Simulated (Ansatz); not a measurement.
What does this script print? It uses Ansatz 0.2.0, Python API.

Script `la3pb_fdcheck.py`:
```python
"""Do the forces of La3Pb match the slope of the free energy, atoms off their sites."""

import ansatz as az
import numpy as np

VECTORS = np.array([
    [5.10891, 0.03972, -0.01838],
    [0.03972, 5.04812, 0.11181],
    [-0.01838, 0.11181, 5.06541],
])
SITES = [
    ("La", (0.47629, 0.53076, 0.99323)),
    ("La", (0.5172, 0.99929, 0.49765)),
    ("La", (0.02685, 0.49186, 0.51181)),
    ("Pb", (0.97395, 0.00219, 0.02104)),
]


def crystal_on(cell):
    crystal = az.Crystal(lattice=az.Lattice.of(cell))
    for symbol, position in SITES:
        crystal = crystal.atom(symbol, position)
    return crystal

def solve(crystal):
    return (
        crystal.calculation()
        .functional("LDA")
        .occupations("cold")  # smearing steadies the SCF of a metal
        .basis(540, xc_grid=2)  # cutoff of the orbital basis
        .kpoints(3, 3, 3)
        .scf(tolerance=1e-09)
        .forces()
        .stress()
        .run(threads=1)
    ).report


centre = solve(crystal_on(VECTORS))
start = crystal_on(VECTORS)
# move one atom both ways along a Cartesian axis
print(f"force on atom 0 along x: analytic {centre['forces_ev_ang'][0][0]:.4f} eV/A")
for h in (0.004, 0.016):
    shift = np.eye(3)[0] * h @ np.linalg.inv(VECTORS)
    plus, minus = (solve(start.move(0, to=np.array(SITES[0][1]) + sign * shift))["lagrangian_ev"] for sign in (1, -1))
    print(f"  step {h} A: numerical {-(plus - minus) / (2 * h):.4f} eV/A")
# P = -dF/dV; the difference feels the change of the plane-wave count with the cell
volume = abs(np.linalg.det(VECTORS))
larger, smaller = (solve(crystal_on(VECTORS * (1 + sign * 0.005) ** (1 / 3)))["lagrangian_ev"] for sign in (1, -1))
numerical = -(larger - smaller) / (0.01 * volume) * 160.21766
print(f"pressure: analytic {np.trace(centre['stress_gpa']) / 3:.3f}, numerical {numerical:.3f} GPa")
```

```console
$ python la3pb_fdcheck.py
DeckWarning: output.stress: scf.convergence.dr2_threshold = 1e-9 eV is looser than the 4e-10 eV advised for a printed stress (1e-10 eV for each atom of the cell: 4). What an SCF threshold leaves in a stress goes as its square root, and in the free energy as [...]
force on atom 0 along x: analytic 0.3285 eV/A
  step 0.004 A: numerical 0.3285 eV/A
  step 0.016 A: numerical 0.3283 eV/A
pressure: analytic -2.811, numerical -2.811 GPa
```
(Warnings from the package without file and line, shortened.)

What to keep in mind:
- For a metal this k-point mesh is coarse: on a finer one energies can move by several to tens of meV an atom and pressures by half a GPa or more, differences at one mesh by less.
- Pressure is positive in compression.
- Spin-orbit coupling, which matters for elements this heavy, is left out.
- The cell is a database structure, distorted on purpose.
- The central difference errs as the square of the step, so the shorter step is the fairer test; what remains comes from the finite grid and the SCF threshold.
- It ran for 49 s on 1 thread of Arm Neoverse V2, with other jobs on the host, peak memory 0.45 GiB.
